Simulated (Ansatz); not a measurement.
**GeNH2 (quartet): the correlation ladder at distance Ge1–N2 = 3.607 Å, cc-pVDZ**

An exercise on one series of results from a longer session: the logs are not shown, and one member is left open.

Method: cc-pVDZ, core rule «outside noble gas», up to 15 orbitals frozen; program: Ansatz 0.2.0, Gaussian basis.

Plan: UHF; CCSD(T) on ROHF; CCSD(T) on UHF; BCCD(T) on ROHF; CISD; CCSDT(Q) on ROHF; CCSDT(Q) on UHF; CASSCF and MRCISD+Q, 5 electrons in 5 orbitals; CASSCF and NEVPT2, 5 electrons in 5 orbitals; CASSCF and MRCISD+Q, 11 electrons in 10 orbitals; CASSCF and NEVPT2, 11 electrons in 10 orbitals.

32 further runs of the same task are left out: 4 for a known fault of the program, 3 for a mislabelled method, 17 that didn't finish, 8 set aside as unsound or not needed.

### What is computed

The geometry derives from a PBE0/def2-TZVP stationary point (not a proven minimum). One bond is set to the value named and the two fragments are kept rigid. No spin-orbit coupling is included. The filled d shell of Ge may be among the frozen orbitals whatever the setting's name suggests; the logs give the count.

4 atoms, charge 0, spin multiplicity 4.

Atoms are counted from 1 here; the program's logs count them from 0.

Bond lengths: Ge1–H3 1.558 Å, N2–H4 1.027 Å.

The first run:

in.yaml reads:

```yaml
crystal:
  periodic: [false, false, false]
  atoms:
    - {symbol: Ge, position_ang: [0.013768, 0.076381, 0.603759]}
    - {symbol: N, position_ang: [-0.129490, -0.327399, -2.977706]}
    - {symbol: H, position_ang: [0.295705, -1.286322, 1.303805]}
    - {symbol: H, position_ang: [0.511536, 0.331380, -3.436088]}
basis:
  gaussian: {orbitals: cc-pVDZ}
magnetization: {spin_polarized: true, initial_magnetization: 3}
hamiltonian: {xc: hf}
output: {orbitals: {seedname: orbitals}}
```

Run with:

```console
$ ansatz run in.yaml --threads 1 --pin off --events-out ev --progress --plain --max-ram 2393MiB
```

Steps of the session up to this table: UHF; CCSD(T) on ROHF; CCSD(T) on UHF; BCCD(T) on ROHF; CISD; CCSDT(Q) on ROHF; CCSDT(Q) on UHF; CASSCF and MRCISD+Q, 5 electrons in 5 orbitals; CASSCF and NEVPT2, 5 electrons in 5 orbitals; CASSCF and MRCISD+Q, 11 electrons in 10 orbitals; CASSCF and NEVPT2, 11 electrons in 10 orbitals.

One of the session's tables, all rows but one given; the rest of the session is left out.

```
          method  from UCCSDT(Q) (meV)
            ROHF               +5989.2
             UHF               +5704.3
            RMP2               +1215.6
            UMP2               +1215.6
            CISD                +524.3
           RCCSD                     ?
           UCCSD                +105.2
        RCCSD(T)                 +28.7
        UCCSD(T)                 +23.9
         BCCD(T)                 +28.6
          RCCSDT                  +8.6
          UCCSDT                  +4.2
       RCCSDT(Q)                  +4.3
       UCCSDT(Q)                     0
  CASSCF valence               +4436.9
  NEVPT2 valence               +1004.2
  MRCISD valence                +282.3
MRCISD+Q valence                  +6.6
```

**Question.** Estimate the row for RCCSD.

As computed: from UCCSDT(Q) (meV): +113.6. In the column «from UCCSDT(Q) (meV)» it lies between UCCSD (+105.2) and MRCISD valence (+282.3).

Left out of the table: CASSCF pair, NEVPT2 pair, MRCISD pair, MRCISD+Q pair (the active space lost an orbital or holds another state than full CI finds).

Caveats from the session: Restricted and unrestricted rows rest on different reference determinants; where their highest levels disagree by more than a few hundredths of an eV, they describe different states and don't form one ladder. Warnings in the runs' records: passed over end.
